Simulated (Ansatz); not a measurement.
**GeH2S (SMILES [SH][GeH]): HSE06/STO-3G**

Aim: the electronic atomisation energy of GeH2S at HSE06/STO-3G, from 4 runs. 

Program for the calculation: Ansatz 0.2.0.

51 further runs of the same task are left out: 3 that didn't finish, 48 set aside as unsound or not needed.

### Step 1. The structure to begin with

GeH2S has 4 atoms, charge 0, and is taken as a singlet. As SMILES, `[SH][GeH]`. Geometry: relaxed at PBE0-D4/def2-TZVP.

Bond lengths: S1–Ge2 2.225 Å, S1–H3 1.342 Å, Ge2–H4 1.595 Å. Angles: S1–Ge2–H4 93.7°, Ge2–S1–H3 100.2°.

### Step 2. A single-point energy at HSE06/STO-3G

The input, job.yaml:

```yaml
crystal:
  periodic: [false, false, false]
  atoms:
    - {symbol: S, position_ang: [-0.443300, -1.201800, 0.271700]}
    - {symbol: Ge, position_ang: [-0.841700, 0.737900, -0.743600]}
    - {symbol: H, position_ang: [0.779200, -0.962100, 0.771200]}
    - {symbol: H, position_ang: [0.561200, 1.365900, -0.319400]}
basis:
  gaussian:
    orbitals: STO-3G
hamiltonian:
  xc: hse06
accuracy: high
```

Launch:

```console
$ ansatz run job.yaml --threads 1 --pin off --max-ram 2610MiB --events-out events.jsonl --progress --plain --runs-dir runs
```

The program printed:

```text
Warning: RAYON_NUM_THREADS=1 ignored (pool sized by the plan → 1); use --threads N
Functional definition: HSE06
  name "HSE06"
  parameter a = 0.25
  parameter omega = 0.11/bohr
  exchange = pbe_x - a*pbe_x_sr(omega) + a*exact_x_sr(omega)
  correlation = pbe_c
422 factors; integrals over basis functions are off by at most 1.4e-8 eV
56 factors; integrals over basis functions are off by at most 7.8e-10 eV
mean field evaluation 1: about -66602.3661 eV, gradient 1.3e1 eV
mean field evaluation 2: about -66602.2179 eV, gradient 1.5e1 eV
mean field evaluation 4: about -66603.1911 eV, gradient 1.1e0 eV
mean field evaluation 8: about -66603.1892 eV, gradient 2.7e-2 eV
mean field evaluation 16: about -66603.1892 eV, gradient 8.6e-6 eV
mean field -66603.18923196 eV, -2447.6220590114 hartree, gradient 4.8e-8 eV, S^2 0.000000; 0 other end points of the search recorded, 0 dependent functions left out
reference -66603.18923372 eV, -2447.6220590761 hartree; 25, 25 occupied and 4, 4 virtual orbitals, 422 factors
Total energy: -66603.18923372 eV, -2447.6220590761 hartree
```

Wall time 1.8 s (1 thread of Arm Neoverse V1, shared host); peak memory 0.099 GiB.

### Step 3. The Ge atom

The input, in.yaml:

```yaml
basis:
  gaussian: {orbitals: STO-3G}
crystal:
  periodic: [false, false, false]
  atoms:
    - symbol: Ge
      position_ang: [0.000000, 0.000000, 0.000000]
accuracy: high
hamiltonian: {xc: hse06}
magnetization: {spin_polarized: true, initial_magnetization: 2}
```

Run the same way, it converges to -2052.64695 Eh (log not shown).

### Step 4. The H atom at the same level

The input, input.yaml:

```yaml
crystal:
  periodic: [false, false, false]
  atoms:
    - {symbol: H, position_ang: [0.000000, 0.000000, 0.000000]}
basis:
  gaussian:
    orbitals: STO-3G
magnetization:
  spin_polarized: true
  initial_magnetization: 1
hamiltonian:
  xc: hse06
accuracy: high
```

Launch:

```console
$ ansatz run input.yaml --threads 1 --pin off --max-ram 2610MiB --events-out events.jsonl --progress --plain --runs-dir runs
```

The program printed:

```text
Warning: RAYON_NUM_THREADS=1 ignored (pool sized by the plan → 1); use --threads N
Functional definition: HSE06
  name "HSE06"
  parameter a = 0.25
  parameter omega = 0.11/bohr
  exchange = pbe_x - a*pbe_x_sr(omega) + a*exact_x_sr(omega)
  correlation = pbe_c
1 factors; integrals over basis functions are off by at most 4.6e-10 eV
1 factors; integrals over basis functions are off by at most 1.8e-10 eV
mean field evaluation 1: about -12.6861 eV, gradient 0.0e0 eV
mean field evaluation 2: about -12.6860 eV, gradient 0.0e0 eV
mean field -12.68600353 eV, -0.4662020310 hartree, gradient 0.0e0 eV, S^2 0.750000; 0 other end points of the search recorded, 0 dependent functions left out
reference -12.68600463 eV, -0.4662020713 hartree; 1, 0 occupied and 0, 1 virtual orbitals, 1 factors
Total energy: -12.68600463 eV, -0.4662020713 hartree
```

Run time: 0.14 s. Hardware: 1 thread of Arm Neoverse V1, shared host.

### Step 5. The S atom, same level

The input, job.yaml:

```yaml
crystal:
  periodic: [false, false, false]
  atoms:
    - symbol: S
      position_ang: [0.000000, 0.000000, 0.000000]
basis:
  gaussian:
    orbitals: STO-3G
magnetization:
  spin_polarized: true
  initial_magnetization: 2
hamiltonian:
  xc: {name: HSE06}
accuracy: high
```

Launch:

```console
$ ansatz run job.yaml --threads 1 --pin off --max-ram 2610MiB --events-out events.jsonl --progress --plain --runs-dir runs
```

The program printed:

```text
Warning: RAYON_NUM_THREADS=1 ignored (pool sized by the plan → 1); use --threads N
Functional definition: HSE06
  name "HSE06"
  parameter a = 0.25
  parameter omega = 0.11/bohr
  exchange = pbe_x - a*pbe_x_sr(omega) + a*exact_x_sr(omega)
  correlation = pbe_c
42 factors; integrals over basis functions are off by at most 2.4e-9 eV
14 factors; integrals over basis functions are off by at most 9.4e-10 eV
mean field evaluation 1: about -10708.7324 eV, gradient 2.1e-1 eV
mean field evaluation 2: about -10708.7324 eV, gradient 1.4e-4 eV
mean field evaluation 4: about -10708.7327 eV, gradient 6.7e-7 eV
mean field evaluation 8: about -10708.7327 eV, gradient 4.5e-10 eV
mean field -10708.73267258 eV, -393.5386670775 hartree, gradient 4.5e-10 eV, S^2 2.000000; 0 other end points of the search recorded, 0 dependent functions left out
reference -10708.73267352 eV, -393.5386671121 hartree; 9, 7 occupied and 0, 2 virtual orbitals, 42 factors
Total energy: -10708.73267352 eV, -393.5386671121 hartree
```

It took 0.48 s on 1 thread of Arm Neoverse V1, shared host.

### Step 6. Outcome

Level: HSE06/STO-3G.

```
                     quantity           value
       molecule: total energy  -2447.62206 Eh
        Ge atom: total energy  -2052.64695 Eh
                Ge atom: ⟨S²⟩           2.185
         H atom: total energy     -0.46620 Eh
                 H atom: ⟨S²⟩           0.750
         S atom: total energy   -393.53867 Eh
                 S atom: ⟨S²⟩           2.000
electronic atomisation energy       13.715 eV
```

**Reading.** Taking the molecule apart into free atoms costs 13.72 eV (1323 kJ/mol), before zero-point energy and without spin-orbit coupling. In a minimal basis such a difference can be off by several eV, whatever the method. ⟨S²⟩ (Ge atom) is 2.19 where a pure triplet has 2.00: the reference is spin-contaminated.
